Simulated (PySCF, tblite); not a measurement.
# C₅H₈OSi: a rotation path, then NMR shifts on frames, part 2 of 2

tblite 0.8.0 and PySCF 2.14.0. Atoms count from 0.

## 5. Shielding tensors: image 5, PBE0/pcSseg-1

What the job is given:

```
{"job": {"kind": "nmr", "xc": "PBE0", "basis": "pcSseg-1", "pop": false}, "charge": 0, "multiplicity": 1}
C      3.628500    -1.072000    -0.988500
C      2.790800    -0.249000    -0.733700
Si     1.619300     1.115300    -0.299900
O      0.167300     0.411900    -0.105700
C     -0.820000     0.556100     0.803600
C     -2.009500    -0.013100     0.673500
C     -2.416600    -0.855100    -0.490200
H      4.350400    -1.804000    -1.215200
H      2.068200     1.740200     0.949100
H      1.506300     2.077000    -1.398000
H     -0.575800     1.169100     1.664400
H     -2.740000     0.136300     1.453900
H     -3.282300    -0.418300    -0.988000
H     -2.692500    -1.855200    -0.157500
H     -1.598400    -0.931300    -1.201000
```

Level: GIAO PBE0/pcSseg-1 NMR shielding, non-relativistic, gas phase.

Log:

```text
coarse grid: 13104 points
cycle   1  E = -559.3642781855  dE =  8.665e-01  |g| = 7.041e-01  |ddm| = 3.549e+00
cycle   2  E = -559.2760616941  dE =  8.822e-02  |g| = 9.845e-01  |ddm| = 1.463e+00
cycle   3  E = -559.4618796084  dE = -1.858e-01  |g| = 1.396e-01  |ddm| = 9.523e-01
cycle   4  E = -559.4652098213  dE = -3.330e-03  |g| = 5.781e-02  |ddm| = 1.472e-01
cycle   5  E = -559.4659051902  dE = -6.954e-04  |g| = 2.723e-02  |ddm| = 5.985e-02
cycle   6  E = -559.4660821392  dE = -1.769e-04  |g| = 6.390e-03  |ddm| = 2.074e-02
cycle   7  E = -559.4660897287  dE = -7.589e-06  |g| = 2.924e-03  |ddm| = 6.083e-03
final grid: 122152 points
cycle   8  E = -559.5191409117  dE = -1.415e-05  |g| = 1.163e-02  |ddm| = 2.841e-02
cycle   9  E = -559.5190857746  dE =  5.514e-05  |g| = 1.980e-02  |ddm| = 2.245e-02
cycle  10  E = -559.5191686982  dE = -8.292e-05  |g| = 2.067e-03  |ddm| = 1.512e-02
cycle  11  E = -559.5191696969  dE = -9.987e-07  |g| = 4.910e-04  |ddm| = 1.631e-03
cycle  12  E = -559.5191697477  dE = -5.077e-08  |g| = 2.066e-04  |ddm| = 5.088e-04
cycle  13  E = -559.5191697580  dE = -1.027e-08  |g| = 3.641e-05  |ddm| = 1.543e-04
cycle  14  E = -559.5191697582  dE = -2.462e-10  |g| = 1.354e-05  |ddm| = 3.681e-05
converged SCF energy = -559.5191697582

GIAO shielding tensors (ppm)
atom      isotropic    diamagn.    paramagn.     s11        s22        s33       span
  0 C       84.154     261.826    -177.672     -1.069      5.143    248.387    249.456
  1 C       99.161     257.684    -158.523     -0.301      9.381    288.403    288.704
  2 Si     396.490     880.156    -483.666    357.442    377.208    454.820     97.378
  3 O      239.175     402.290    -163.115    145.831    237.400    334.294    188.462
  4 C       42.562     250.739    -208.178    -55.708     80.599    102.794    158.502
  5 C       73.485     258.165    -184.680    -32.320     96.110    156.667    188.987
  6 C      174.905     247.707     -72.802    157.462    183.088    184.166     26.704
  7 H       29.737      33.474      -3.737     24.809     24.911     39.490     14.680
  8 H       26.498      28.361      -1.863     23.461     25.316     30.717      7.256
  9 H       26.600      28.070      -1.470     23.101     25.074     31.625      8.524
 10 H       25.425      30.679      -5.254     21.926     25.865     28.484      6.559
 11 H       26.838      30.848      -4.010     24.588     27.182     28.742      4.154
 12 H       30.250      27.971       2.279     26.015     27.500     37.235     11.220
 13 H       30.214      28.810       1.405     26.121     27.423     37.100     10.979
 14 H       29.029      31.451      -2.423     23.794     30.189     33.103      9.309
```

Run time: 44 s. Hardware: 1 thread, shared host.

In short: δ C4 144.4, C5 113.4, C0 102.8, C1 87.8, H10 6.29, H8 5.22 ppm.

## 6. Nuclear shieldings: image 6, PBE0/pcSseg-1

What the job is given:

```
{"job": {"kind": "nmr", "xc": "PBE0", "basis": "pcSseg-1", "pop": false}, "charge": 0, "multiplicity": 1}
C      3.592900    -1.061600    -1.127000
C      2.761900    -0.265000    -0.782800
Si     1.643400     1.081800    -0.193200
O      0.193300     0.364100    -0.029700
C     -0.866500     0.644300     0.760200
C     -2.048900     0.064200     0.613700
C     -2.369700    -0.931700    -0.450900
H      4.304000    -1.774600    -1.433700
H      2.123900     1.576500     1.102000
H      1.554500     2.161100    -1.181100
H     -0.687500     1.374000     1.542100
H     -2.838600     0.324100     1.302200
H     -3.188800    -0.569100    -1.072000
H     -2.680700    -1.877000    -0.007400
H     -1.497700    -1.103000    -1.075700
```

With the program's defaults for keys left out, this is: GIAO PBE0/pcSseg-1 NMR shielding, non-relativistic, gas phase.

Log:

```text
coarse grid: 13104 points
cycle   1  E = -559.3640875150  dE =  8.672e-01  |g| = 7.046e-01  |ddm| = 3.547e+00
cycle   2  E = -559.2735141674  dE =  9.057e-02  |g| = 9.899e-01  |ddm| = 1.492e+00
cycle   3  E = -559.4618415154  dE = -1.883e-01  |g| = 1.404e-01  |ddm| = 9.793e-01
cycle   4  E = -559.4651866019  dE = -3.345e-03  |g| = 5.953e-02  |ddm| = 1.482e-01
cycle   5  E = -559.4659322290  dE = -7.456e-04  |g| = 2.756e-02  |ddm| = 6.066e-02
cycle   6  E = -559.4661133729  dE = -1.811e-04  |g| = 6.322e-03  |ddm| = 2.074e-02
cycle   7  E = -559.4661207613  dE = -7.388e-06  |g| = 2.917e-03  |ddm| = 6.098e-03
final grid: 122152 points
cycle   8  E = -559.5192255064  dE = -1.357e-05  |g| = 1.189e-02  |ddm| = 2.637e-02
cycle   9  E = -559.5191689944  dE =  5.651e-05  |g| = 2.013e-02  |ddm| = 2.293e-02
cycle  10  E = -559.5192545288  dE = -8.553e-05  |g| = 2.071e-03  |ddm| = 1.547e-02
cycle  11  E = -559.5192555348  dE = -1.006e-06  |g| = 4.721e-04  |ddm| = 1.643e-03
cycle  12  E = -559.5192555801  dE = -4.522e-08  |g| = 2.151e-04  |ddm| = 5.008e-04
cycle  13  E = -559.5192555912  dE = -1.116e-08  |g| = 3.677e-05  |ddm| = 1.571e-04
cycle  14  E = -559.5192555915  dE = -2.523e-10  |g| = 1.394e-05  |ddm| = 3.731e-05
converged SCF energy = -559.5192555915

GIAO shielding tensors (ppm)
atom      isotropic    diamagn.    paramagn.     s11        s22        s33       span
  0 C       84.036     262.046    -178.010     -1.745      4.069    249.785    251.530
  1 C       99.515     257.193    -157.678      0.346     10.001    288.198    287.851
  2 Si     396.415     880.079    -483.664    359.725    374.178    455.344     95.619
  3 O      240.417     402.341    -161.923    147.672    244.222    329.359    181.687
  4 C       43.186     250.691    -207.505    -55.908     80.373    105.093    161.001
  5 C       72.598     258.038    -185.440    -33.996     95.122    156.669    190.666
  6 C      174.887     247.828     -72.941    157.263    183.287    184.111     26.848
  7 H       29.757      33.555      -3.798     24.801     24.897     39.572     14.771
  8 H       26.488      28.317      -1.829     23.444     25.181     30.839      7.396
  9 H       26.612      28.012      -1.400     23.265     24.969     31.601      8.336
 10 H       25.409      30.411      -5.002     21.851     25.888     28.488      6.637
 11 H       26.787      30.676      -3.889     24.552     27.105     28.704      4.153
 12 H       30.253      28.115       2.138     26.036     27.506     37.217     11.181
 13 H       30.217      28.759       1.458     26.126     27.407     37.119     10.993
 14 H       29.001      31.553      -2.551     23.724     30.121     33.159      9.435
```

Wall time 43 s (1 thread, shared host).

Key values: δ C4 143.7, C5 114.3, C0 102.9, C1 87.4, H10 6.31, H8 5.23 ppm.

## 7. Shielding tensors: image 8, PBE0/pcSseg-1

What the job is given:

```
{"job": {"kind": "nmr", "xc": "PBE0", "basis": "pcSseg-1", "pop": false}, "charge": 0, "multiplicity": 1}
C      3.319500    -1.065200    -1.387500
C      2.667000    -0.232000    -0.818900
Si     1.721000     1.080700     0.070100
O      0.223600     0.448600     0.068400
C     -0.949100     0.843900     0.607600
C     -2.075800     0.164600     0.443100
C     -2.192700    -1.093800    -0.351600
H      3.879400    -1.802800    -1.887300
H      2.224800     1.253300     1.437700
H      1.757400     2.351500    -0.662500
H     -0.918500     1.755600     1.193600
H     -2.974900     0.538800     0.908800
H     -2.886600    -0.952900    -1.180200
H     -2.577700    -1.901000     0.270800
H     -1.221800    -1.381200    -0.745300
```

Level: GIAO PBE0/pcSseg-1 NMR shielding, non-relativistic, gas phase.

Log:

```text
coarse grid: 13104 points
cycle   1  E = -559.3615528560  dE =  8.703e-01  |g| = 7.083e-01  |ddm| = 3.547e+00
cycle   2  E = -559.2672371701  dE =  9.432e-02  |g| = 1.001e+00  |ddm| = 1.570e+00
cycle   3  E = -559.4604090730  dE = -1.932e-01  |g| = 1.416e-01  |ddm| = 1.034e+00
cycle   4  E = -559.4637833559  dE = -3.374e-03  |g| = 6.118e-02  |ddm| = 1.445e-01
cycle   5  E = -559.4645763792  dE = -7.930e-04  |g| = 2.795e-02  |ddm| = 6.160e-02
cycle   6  E = -559.4647628765  dE = -1.865e-04  |g| = 6.296e-03  |ddm| = 2.098e-02
cycle   7  E = -559.4647701738  dE = -7.297e-06  |g| = 2.921e-03  |ddm| = 6.084e-03
final grid: 122152 points
cycle   8  E = -559.5185632114  dE = -1.396e-05  |g| = 1.179e-02  |ddm| = 2.785e-02
cycle   9  E = -559.5185086556  dE =  5.456e-05  |g| = 1.985e-02  |ddm| = 2.279e-02
cycle  10  E = -559.5185919456  dE = -8.329e-05  |g| = 2.024e-03  |ddm| = 1.535e-02
cycle  11  E = -559.5185929098  dE = -9.642e-07  |g| = 4.381e-04  |ddm| = 1.614e-03
cycle  12  E = -559.5185929460  dE = -3.628e-08  |g| = 2.231e-04  |ddm| = 4.702e-04
cycle  13  E = -559.5185929581  dE = -1.211e-08  |g| = 3.686e-05  |ddm| = 1.640e-04
cycle  14  E = -559.5185929584  dE = -2.561e-10  |g| = 1.375e-05  |ddm| = 3.784e-05
converged SCF energy = -559.5185929584

GIAO shielding tensors (ppm)
atom      isotropic    diamagn.    paramagn.     s11        s22        s33       span
  0 C       84.546     261.869    -177.323     -1.787      5.020    250.404    252.191
  1 C       99.697     258.248    -158.552     -0.686     11.699    288.077    288.763
  2 Si     398.240     880.275    -482.035    365.022    373.826    455.873     90.851
  3 O      242.833     403.589    -160.756    150.128    256.178    322.194    172.066
  4 C       44.249     250.191    -205.941    -56.151     80.598    108.301    164.451
  5 C       71.562     258.106    -186.543    -35.877     93.996    156.569    192.446
  6 C      174.816     248.159     -73.344    157.049    183.436    183.962     26.913
  7 H       29.769      33.548      -3.779     24.782     24.925     39.599     14.817
  8 H       26.524      28.250      -1.726     23.424     24.840     31.309      7.885
  9 H       26.550      28.021      -1.472     23.414     24.804     31.432      8.018
 10 H       25.336      29.994      -4.658     21.674     26.026     28.308      6.635
 11 H       26.752      30.537      -3.785     24.533     27.045     28.678      4.144
 12 H       30.230      28.637       1.593     26.089     27.436     37.166     11.077
 13 H       30.248      28.910       1.338     26.115     27.473     37.155     11.040
 14 H       28.951      32.015      -3.064     23.617     29.899     33.336      9.718
```

Wall time 44 s (1 thread, shared host).

Key values: δ C4 142.7, C5 115.4, C0 102.4, C1 87.2, H10 6.38, H8 5.19 ppm.

## 8. Run by run: NMR shifts

Shifts (ppm) of some atoms, chosen among heavy atoms and hydrogens apart, with basis size and wall time:

| frame | C4 | C5 | C0 | H10 | H9 | Si2 | O3 | functions | time |
| --- | --- | --- | --- | --- | --- | --- | --- | --- | --- |
| image 0 | 144.0 | 114.7 | 103.8 | 6.52 | 5.01 | -51.9 | 97.5 | 166 | 48 s |
| image 2 | 144.7 | 114.6 | 103.1 | 6.41 | 5.03 | -51.2 | 99.7 | 166 | 46 s |
| image 5 | 144.4 | 113.4 | 102.8 | 6.29 | 5.12 | -47.3 | 96.9 | 166 | 44 s |
| image 6 | 143.7 | 114.3 | 102.9 | 6.31 | 5.11 | -47.3 | 95.7 | 166 | 43 s |
| image 8 | 142.7 | 115.4 | 102.4 | 6.38 | 5.17 | -49.1 | 93.2 | 166 | 44 s |

## 9. Outcome

What follows sums up all 2 parts.

| quantity | value |
| --- | --- |
| barrier | 0.038 eV (0.9 kcal/mol) at image 5 |
| end to end (GFN2-xTB) | 0.017 eV |
| 13C shifts against TMS (PBE0/pcSseg-1, image 0) | 144.0, 114.7, 103.8, 87.9, 11.9 ppm |
| 1H shifts against TMS (PBE0/pcSseg-1, image 0) | 6.52, 5.17, 5.01, 4.97, 2.63, 2.02, 1.47, 1.45 ppm |
| 29Si shifts against TMS (PBE0/pcSseg-1, image 0) | -51.9 ppm |
| 17O shifts against H2O (PBE0/pcSseg-1, image 0) | 97.5 ppm |
| range of the shift of O3 | 93.2 to 99.7 ppm |

In words: Along the band the dihedral turns by 118°, and the top (dihedral 137°) lies 0.9 kcal/mol above the start (GFN2-xTB, rough), so at room temperature this motion is fast. Ends this close can change order at a higher level. The top was not checked by a frequency run. Shifts at one fixed geometry are not the observed spectrum, which averages over the motion. In the first frame run (image 0): The widest tensor belongs to C1: span 288 ppm, with a paramagnetic part of -162 ppm. Across the 5 runs the shift of O3 moves most, between 93.2 (image 8) and 99.7 ppm (image 2).
